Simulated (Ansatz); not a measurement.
# BBr₂F: one species, many methods

An exercise on one series of results from a longer session: the logs are not shown, and one member is left open.

The runs use Ansatz 0.2.0, Gaussian basis; functionals in def2-TZVPP, the program's frozen cores in correlated methods.

Plan: LDA (SPW92), PBE-D4, revPBE-D4, BLYP-D4, r2SCAN-D4, B97M-V, PBE0-D4, B3LYP-D4, r2SCANh-D4, r2SCAN0-D4, HSE06-D4, BHLYP-D4, CAM-B3LYP-D4, LC-ωPBE, ωB97X-V, ωB97M-V, B2PLYP, PBE-QIDH; CCSD(T)/def2-SVP; CCSD(T)/def2-TZVPP; MP2/def2-QZVPP; extrapolation to the limit; RPA on PBE.

## Structure used throughout

All runs share one geometry, relaxed beforehand with PBE0-D4 in a triple-zeta def2 set.

4 atoms, charge 0, spin multiplicity 1.

Atoms are counted from 1 here; the program's logs count them from 0.

Bond lengths: F1–B2 1.307 Å, B2–Br3 1.901 Å, B2–Br4 1.901 Å. Angles: F1–B2–Br3 119.1°, F1–B2–Br4 119.1°, Br3–B2–Br4 121.8°.

Set-up of the first run:

The input, in.yaml:

```yaml
crystal:
  periodic: [false, false, false]
  atoms:
    - {symbol: F, position_ang: [1.336279, 0.443607, 0.346472]}
    - {symbol: B, position_ang: [0.138198, 0.028051, 0.027989]}
    - {symbol: Br, position_ang: [-0.470947, -1.642032, 0.700916]}
    - {symbol: Br, position_ang: [-0.947929, 1.110075, -1.095678]}
basis:
  gaussian: {orbitals: def2-TZVPP}
hamiltonian: {xc: lda}
output: {orbitals: {seedname: orbitals}}
```

Run with:

```bash
> ansatz run in.yaml --threads 4 --pin off --events-out ev --progress --plain --max-ram 10444MiB
```

Among the steps run: LDA; PBE-D4 (GGA); revPBE-D4 (GGA); BLYP-D4 (GGA); r2SCAN-D4 (meta-GGA); B97M-V (meta-GGA); PBE0-D4 (hybrid); B3LYP-D4 (hybrid); r2SCANh-D4 (hybrid); r2SCAN0-D4 (hybrid); HSE06-D4 (hybrid); BHLYP-D4 (hybrid); CAM-B3LYP-D4 (range-separated); LC-ωPBE (range-separated); ωB97X-V (range-separated); ωB97M-V (range-separated); B2PLYP (double hybrid); PBE-QIDH (double hybrid).

One of the session's tables, all rows but one given; the rest of the session is left out.

It belongs to the step «Orbital energies across the functionals». 

| functional | HOMO (eV) | gap (eV) |
| --- | --- | --- |
| LDA (SPW92) | -7.48 | 4.93 |
| PBE-D4 | -7.31 | 5.04 |
| revPBE-D4 | -7.25 | 5.10 |
| BLYP-D4 | -7.13 | 5.04 |
| r2SCAN-D4 | -7.66 | 5.69 |
| B97M-V | -7.73 | 5.90 |
| PBE0-D4 | -8.63 | 7.29 |
| B3LYP-D4 | -8.35 | 6.82 |
| r2SCANh-D4 | -8.14 | 6.49 |
| r2SCAN0-D4 | -8.86 | 7.70 |
| HSE06-D4 | -8.23 | 6.50 |
| BHLYP-D4 | -9.77 | 9.52 |
| CAM-B3LYP-D4 | -9.95 | 9.76 |
| LC-ωPBE | -11.36 | 12.31 |
| ωB97X-V | -10.98 | 11.89 |
| ωB97M-V | ? | ? |

Estimate the missing values for ωB97M-V.

As computed: HOMO (eV): -10.83; gap (eV): 11.60. In the column «HOMO (eV)» it lies between ωB97X-V (-10.98) and CAM-B3LYP-D4 (-9.95).
